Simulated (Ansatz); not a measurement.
Predict the output of the script below (Ansatz's Python interface).

`albh5sb.py`:
```python
from dataclasses import dataclass
from pathlib import Path

import ansatz as az
import numpy as np


@dataclass(frozen=True)
class Options:
    basis: str = "def2-SVP"


settings = Options()

albh5sb = (
    az.Crystal.molecule()
    .atom("B", (-1.0642, 1.1428, -1.1362))
    .atom("Al", (0.4263, 0.5381, 0.0607))
    .atom("Sb", (0.9188, -2.042, 0.246))
    .atom("H", (-1.6838, 0.4134, -1.7535))
    .atom("H", (-1.3477, 2.3341, -1.2548))
    .atom("H", (1.3024, 1.6145, 0.8788))
    .atom("H", (1.9938, -1.7721, 1.6765))
    .atom("H", (-0.4535, -2.2859, 1.2267))
)

model = albh5sb.calculation().basis(gaussian=settings.basis)

print("functional    E (Ha)        dipole (D)   HOMO (eV)  LUMO (eV)")
for name in ["r2scan", "r2scan0", "lda", "blyp", "hf", "cam_b3lyp"]:
    report = model.functional(name).forces().orbitals().run(threads=1, pin="off", runs_dir="runs").report
    lines = Path(report["orbitals_path"]).read_text().splitlines()
    field_of = lambda key: [line.split("=")[1].strip() for line in lines if line.startswith(key)]
    orbitals = [(27.211386 * float(e), s, float(n)) for e, s, n in zip(field_of("Ene="), field_of("Spin="), field_of("Occup="))]
    homo = max(e for e, _, n in orbitals if n > 0.5)
    lumo = min(e for e, _, n in orbitals if n < 0.5)
    dipole = 4.803205 * np.linalg.norm(report["charge_distribution"]["dipole_moment_e_ang"])
    print(f"{name:10s} {report['free_energy_ev'] / 27.211386246:14.6f} {dipole:9.3f} {homo:11.3f} {lumo:10.3f}")
```

```console
$ python albh5sb.py
functional    E (Ha)        dipole (D)   HOMO (eV)  LUMO (eV)
r2scan        -510.394823     1.141      -5.862     -4.084
r2scan0       -510.362153     1.233      -6.725     -3.303
lda           -508.584162     0.975      -5.745     -4.560
blyp          -510.272608     1.096      -5.419     -4.093
hf            -508.599567     1.442      -8.608     -0.180
cam_b3lyp     -510.318990     1.263      -7.674     -2.282
```

What to keep in mind:
- Total energies depend on the basis set; only differences at equal settings carry meaning.
- The geometry is a force-field or estimated start, not a minimum of this method, and the basis set is short of its limit. A lower total doesn't mark the better method: functionals have no common bound, and MP2 and coupled cluster aren't variational.
- def2 sets replace the cores of elements past krypton by effective core potentials.
- Levels such as HOMO and LUMO are orbital energies: with these approximate functionals they aren't the ionisation energy and electron affinity, and their gap isn't the fundamental gap.
- The whole script took 24 s on 1 thread of Arm Neoverse V1, on a shared host, peak memory 0.26 GiB.
